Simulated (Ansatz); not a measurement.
**SiGeH3 (doublet): from Hartree-Fock to the top rungs at a displaced geometry (v2), cc-pVDZ**

Aim: climb from Hartree-Fock through coupled cluster for SiGeH3 (doublet) at one geometry and basis, and see what each rung misses.

Computed with Ansatz 0.2.0, Gaussian basis. Level: cc-pVDZ, correlated electrons: outside noble gas.

Plan: UHF; CCSD(T) on ROHF; CCSD(T) on UHF; BCCD(T) on ROHF; CISD; CCSDT(Q) on ROHF; CCSDT(Q) on UHF.

## (1) The system

The geometry is a PBE0/def2-TZVP stationary point (not a proven minimum) with its atoms shifted at random (size 0.100 Å). No spin-orbit coupling is included. The filled d shell of Ge may be among the frozen orbitals whatever the setting's name suggests; the logs give the count.

5 atoms, charge 0, spin multiplicity 2.

Atoms are counted from 1 here; the program's logs count them from 0.

Bond lengths: Si1–Ge2 2.346 Å, Si1–H3 1.478 Å, Si1–H4 1.569 Å, Ge2–H5 1.488 Å. Angles: Ge2–Si1–H3 129.6°, Ge2–Si1–H4 122.6°, H3–Si1–H4 107.1°, Si1–Ge2–H5 90.1°.

In the tables R marks a restricted open-shell determinant and U an unrestricted one; correlation energies count from the lowest restricted Hartree-Fock solution.

## (2) UHF

in.yaml

```yaml
crystal:
  periodic: [false, false, false]
  atoms:
    - {symbol: Si, position_ang: [0.117395, 0.014154, 1.644036]}
    - {symbol: Ge, position_ang: [-0.047479, -0.023904, -0.696202]}
    - {symbol: H, position_ang: [0.029141, 1.157766, 2.576482]}
    - {symbol: H, position_ang: [0.112250, -1.292614, 2.513279]}
    - {symbol: H, position_ang: [0.009191, 1.463206, -0.725889]}
basis:
  gaussian: {orbitals: cc-pVDZ}
magnetization: {spin_polarized: true, initial_magnetization: 1}
hamiltonian: {xc: hf}
output: {orbitals: {seedname: orbitals}}
```

Launch:

```bash
$ ansatz run in.yaml --threads 1 --pin off --events-out ev --progress --plain --max-ram 2393MiB
```

The runs that follow: CCSD(T) on ROHF; CCSD(T) on UHF; BCCD(T) on ROHF; CISD; CCSDT(Q) on ROHF; CCSDT(Q) on UHF.

Q: Predict the results of all the runs planned. Wanted: correlation energy, UCCSDT(Q); RMP2 from UCCSDT(Q); UMP2 from UCCSDT(Q); RCCSD from UCCSDT(Q); RCCSD(T) from UCCSDT(Q); UCCSD(T) from UCCSDT(Q); RCCSDT(Q) from UCCSDT(Q); T1 diagnostic.

**Answer**, as computed:

```
                                      quantity                      value
                 correlation energy, UCCSDT(Q)                 -5.9264 eV
                           RMP2 from UCCSDT(Q)            +30.51 kcal/mol
                           UMP2 from UCCSDT(Q)            +31.66 kcal/mol
                          RCCSD from UCCSDT(Q)             +5.18 kcal/mol
                       RCCSD(T) from UCCSDT(Q)             +1.11 kcal/mol
                       UCCSD(T) from UCCSDT(Q)             +1.15 kcal/mol
                      RCCSDT(Q) from UCCSDT(Q)             +0.01 kcal/mol
levels of the table within 1 kcal/mol (43 meV)  RCCSDT, UCCSDT, RCCSDT(Q)
                                 T1 diagnostic                      0.022
```

What this shows: RCCSD(T) misses by +1.11 kcal/mol, 0.8 % of the correlation energy. These misses are within one basis, not against nature; the frozen cores of restricted and unrestricted runs differ, which can shift their rows.
